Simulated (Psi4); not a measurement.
**C2H5AlO (SMILES [CH3][Al]1[CH2][O]1) at revPBE/6-31G(d) (spherical functions)**

Aim: the vertical ionisation energy of C2H5AlO at revPBE/6-31G* (spherical functions), from 2 runs. 

Program for the calculation: Psi4 1.11.

1 further run of the same task is left out (set aside as unsound or not needed).

### 1 The structure to begin with

C2H5AlO has 9 atoms, charge 0, and is taken as a singlet. As SMILES, `[CH3][Al]1[CH2][O]1`. Geometry: relaxed at PBE0-D4/def2-TZVP.

Bond lengths: C1–Al2 1.934 Å, Al2–C3 1.883 Å, Al2–O4 1.707 Å, C3–O4 1.488 Å, C1–H5 1.093 Å, C1–H6 1.091 Å, C1–H7 1.094 Å, C3–H8 1.091 Å, C3–H9 1.091 Å. Some angles: C1–Al2–C3 171.7°, C1–Al2–O4 139.6°, C3–Al2–O4 48.7°, Al2–C3–O4 59.5°, Al2–O4–C3 71.8°, Al2–C1–H5 110.3°, Al2–C1–H6 112.2°, Al2–C1–H7 110.1°, Al2–C3–H8 123.8°, Al2–C3–H9 123.8°.

### 2 A single-point energy at revPBE/6-31G(d) (spherical functions)

input.inp reads:

```
memory 2200 MB

molecule {
  0 1
  C     -0.670900     1.320200    -1.081500
  Al     0.051300    -0.076700     0.044200
  C      0.678700    -1.280200     1.349300
  O      0.789300    -1.609500    -0.097900
  H      0.039700     1.575000    -1.872100
  H     -0.900200     2.226000    -0.517500
  H     -1.591200     0.976800    -1.562100
  H      0.038500    -1.980500     1.887700
  H      1.653200    -1.197400     1.832800
  symmetry c1
  no_reorient
  no_com
}

set {
  puream               true
  e_convergence        1e-09
  d_convergence        1e-08
  scf_type             pk
  dft_radial_points    99
  dft_spherical_points 590
}

e, wfn = energy("revpbe/6-31G*", return_wfn=True)
oeprop(wfn, "MULLIKEN_CHARGES", "QUADRUPOLE", "DIPOLE")
```

Launch:

```console
psi4 input.inp input.out -n 1
```

input.out:

```text
[...]
  Running in c1 symmetry.
[...]
  Nuclear repulsion =  145.500629802387095
[...]
  Multiplicity = 1
[...]
  Nalpha       = 19
  Nbeta        = 19
[...]
    Number of basis functions: 70
[...]
   @RKS iter   1:  -396.11571737711478   -3.18750e-02   1.54992e-02 DIIS/ADIIS
[...]
   @RKS iter  13:  -396.72676924315056   -1.98952e-12   1.45314e-09 DIIS
[...]
    Orbital Energies [Eh]
    ---------------------
    Doubly Occupied:
       1A    -55.381388     2A    -18.741717     3A     -9.912179
       4A     -9.899748     5A     -3.925861     6A     -2.528199
       7A     -2.521915     8A     -2.519164     9A     -0.865905
      10A     -0.634289    11A     -0.547890    12A     -0.371788
      13A     -0.370306    14A     -0.366827    15A     -0.357880
      16A     -0.332102    17A     -0.277906    18A     -0.208098
      19A     -0.173420
[...]
  @RKS Final Energy:  -396.72676924315056
   => Energetics <=
    Nuclear Repulsion Energy =            145.5006298023870954
    One-Electron Energy =                -835.9278174543039768
    Two-Electron Energy =                 333.6120841119483202
    DFT Exchange-Correlation Energy =     -39.9116657031819599
    Empirical Dispersion Energy =           0.0000000000000000
    VV10 Nonlocal Energy =                  0.0000000000000000
    Total Energy =                       -396.7267692431505566
[...]
 Multipole Moments:
 ------------------------------------------------------------------------------------
     Multipole            Electronic (a.u.)      Nuclear  (a.u.)        Total (a.u.)
 ------------------------------------------------------------------------------------
 L = 1.  Multiply by 2.5417464519 to convert [e a0] to [Debye]
 Dipole X            :        -12.3404400           11.8449923           -0.4954477
 Dipole Y            :         23.7467211          -22.7394524            1.0072687
 Dipole Z            :         -2.3351352            2.2053104           -0.1298248
 Magnitude           :                                                    1.1300058
 L = 2.  Multiply by 1.3450342976 to convert [e a0^2] to [Debye ang]
 Quadrupole XX       :        -80.9695098           59.1404652          -21.8290446
 Quadrupole XY       :         96.0557821          -93.8944873            2.1612948
[...]
  Mulliken Charges: (a.u.)
   Center  Symbol    Alpha    Beta     Spin     Total
       1     C     3.38054  3.38054  0.00000 -0.76107
       2    AL     6.21897  6.21897  0.00000  0.56205
       3     C     3.10261  3.10261  0.00000 -0.20522
       4     O     4.25740  4.25740  0.00000 -0.51479
       5     H     0.39828  0.39828  0.00000  0.20343
       6     H     0.39815  0.39815  0.00000  0.20370
       7     H     0.39889  0.39889  0.00000  0.20222
       8     H     0.42259  0.42259  0.00000  0.15482
       9     H     0.42257  0.42257  0.00000  0.15486
   Total alpha = 19.00000, Total beta = 19.00000, Total charge =  0.00000
[...]
```

Wall time 19 s (1 thread of AMD EPYC 7R43 (Zen 3), shared host); peak memory 1.1 GiB.

### 3 The doublet cation: energy and forces at U-revPBE/6-31G(d) (spherical functions)

input.json reads:

```json
{
 "schema_name": "qcschema_input",
 "schema_version": 1,
 "molecule": {
  "schema_name": "qcschema_molecule",
  "schema_version": 2,
  "symbols": ["C", "Al", "C", "O", "H", "H", "H", "H", "H"],
  "geometry": [-1.26781726, 2.49481643, -2.0437388, 0.09694295, -0.14494199, 0.08352589, 1.28255712, -2.41922738, 2.54980746, 1.49156083, -3.0415142, -0.18500419, 0.07502213, 2.97631865, -3.53775628, -1.70113146, 4.20653035, -0.97793327, -3.00693221, 1.84588448, -2.95194118, 0.07275446, -3.74260259, 3.56723601, 3.12409523, -2.26275806, 3.46349004],
  "molecular_charge": 1,
  "molecular_multiplicity": 2,
  "fix_symmetry": "c1"
 },
 "driver": "gradient",
 "model": {
  "method": "revpbe",
  "basis": "6-31G*"
 },
 "keywords": {
  "reference": "uks",
  "puream": true,
  "e_convergence": 1e-09,
  "d_convergence": 1e-08,
  "scf_type": "pk",
  "dft_radial_points": 99,
  "dft_spherical_points": 590,
  "maxiter": 100,
  "scf_properties": ["QUADRUPOLE", "WIBERG_LOWDIN_INDICES", "MAYER_INDICES"]
 }
}
```

Launch:

```console
psi4 --qcschema input.json -n 1 --memory 2200MB
```

stdout, cut to the lines that bear on the results:

```text
[...]
  Running in c1 symmetry.
[...]
  Nuclear repulsion =  145.500629799739670
[...]
  Multiplicity = 2
[...]
  Nalpha       = 19
  Nbeta        = 18
[...]
    Number of basis functions: 70
[...]
   @UKS iter   1:  -396.03620687843795    4.76355e-02   1.23766e-02 ADIIS/DIIS
[...]
   @UKS iter  14:  -396.42694956142026   -1.08002e-12   2.40673e-09 DIIS
[...]
   @S^2 Observed:                7.523026507E-01
[...]
    Orbital Energies [Eh]
    ---------------------
    Alpha Occupied:
       1A    -55.666490     2A    -19.045308     3A    -10.201962
       4A    -10.092666     5A     -4.205583     6A     -2.806264
       7A     -2.804431     8A     -2.798476     9A     -1.162409
      10A     -0.830625    11A     -0.820691    12A     -0.654188
      13A     -0.636686    14A     -0.604414    15A     -0.551383
      16A     -0.550806    17A     -0.502754    18A     -0.480987
      19A     -0.477963
    Alpha Virtual:
      20A     -0.269146    21A     -0.255432    22A     -0.205506
      23A     -0.137685    24A     -0.115334    25A     -0.086457
[...]
  @UKS Final Energy:  -396.42694956142026
   => Energetics <=
    Nuclear Repulsion Energy =            145.5006297997396700
    One-Electron Energy =                -826.2361558308139138
    Two-Electron Energy =                 323.9022405277387406
    DFT Exchange-Correlation Energy =     -39.5936640580848191
    Empirical Dispersion Energy =           0.0000000000000000
    VV10 Nonlocal Energy =                  0.0000000000000000
    Total Energy =                       -396.4269495614202583
[...]
 Multipole Moments:
[...]
  -Total Gradient:
     Atom            X                  Y                   Z
    ------   -----------------  -----------------  -----------------
       1        0.001711045376    -0.002612128858    -0.006146841903
       2        0.031163769747    -0.060982033189     0.052832901741
       3       -0.036722281608     0.075990016962     0.004345345054
       4       -0.004414631135     0.005987938123    -0.044601648424
       5       -0.008275629966     0.000284813692     0.003907606098
       6        0.001618826783    -0.006586447297    -0.003947775661
       7        0.006855748944     0.005003477196     0.001432459473
       8        0.015918840456    -0.002803129225    -0.004310382690
       9       -0.007832968342    -0.014332717003    -0.003495404606
[...]
```

It took 34 s on 1 thread of AMD EPYC 7R43 (Zen 3), shared host; peak memory 1.1 GiB.

### 4 Outcome

At revPBE/6-31G* (spherical functions):

```
                                          quantity          value
                     singlet C2H5AlO: total energy  -396.72677 Eh
                    singlet C2H5AlO: dipole moment         2.87 D
                      singlet C2H5AlO: HOMO energy       -4.72 eV
                      singlet C2H5AlO: LUMO energy       -1.08 eV
                    singlet C2H5AlO: HOMO–LUMO gap        3.64 eV
                      doublet cation: total energy  -396.42695 Eh
doublet cation: HOMO energy (highest over α and β)      -12.87 eV
 doublet cation: LUMO energy (lowest over α and β)      -11.61 eV
                              doublet cation: ⟨S²⟩          0.752
          doublet cation: largest force on an atom     4.448 eV/Å
vertical ionisation energy (to the doublet cation)       8.159 eV
```

**Reading.** The vertical ionisation energy comes to 8.16 eV (188 kcal/mol). The negative HOMO energy of the first species, 4.72 eV, lies 3.44 eV below that difference. Mulliken charges (singlet C2H5AlO) run from -0.76 on C1 to +0.56 on Al2; they depend strongly on the basis.
